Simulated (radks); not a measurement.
**Excited configurations of Ce²⁺**

An exercise on one series of results from a longer session: the logs are not shown, and one member is left open.

The numbers are computed with radks (a radial shooting solver on a logarithmic mesh, Libxc functionals) version 1 (Dirac Kohn-Sham, BLYP, spin-unpolarised, spherical densities, point nucleus; open shells are shared between the two j in proportion to 2j + 1), except any that are marked as measured or tabulated.

1 further run of the same task is left out (it didn't finish).

## What is computed

| Item | Value |
| --- | --- |
| element | cerium (Z = 58) |
| charge | +2 |
| electrons | 56 |
| configuration | [Xe] 4f2 |

Outer shells as boxes (Hund's rule):

Ce²⁺
```
[Xe] core
4f [↑ ][↑ ][  ][  ][  ][  ][  ]
```

Set-up of the first run:

The run's settings:

```text
Z 58
configuration [Xe] 4f2
relativity Dirac
functional b88,lyp
spin unpolarised
j_filling average
nucleus point
c 137.035999084
```

Among the steps run: Ground configuration: [Xe] 4f2.

One table of the session follows, with a row left open; its other results are not shown here.

It belongs to the step «Ground configuration: [Xe] 4f2». Sizes of the orbitals, from the radial functions (bohr):

```
level     <r>  outermost maximum (interpolated)  90 % within  nodes
4p3/2  0.6856                             0.628        0.998      2
4d3/2  0.7439                             0.649         1.12      1
4d5/2  0.7539                             0.658         1.14      1
5s1/2   1.542                              1.39         2.22      4
5p1/2   1.739                              1.52         2.54      3
5p3/2   1.823                              1.59         2.67      3
4f5/2   1.219                             0.724         2.18      0
4f7/2       ?                                 ?            ?      ?
```

Estimate the missing values for 4f7/2.

**Answer.** <r>: 1.237; outermost maximum (interpolated): 0.730; 90 % within: 2.22; nodes: 0. In the column «<r>» it lies between 4f5/2 (1.219) and 5s1/2 (1.542).

Caveats from the session: Spin polarisation and multiplet splitting are left out, so open shells lie too high by an amount that depends on their filling.
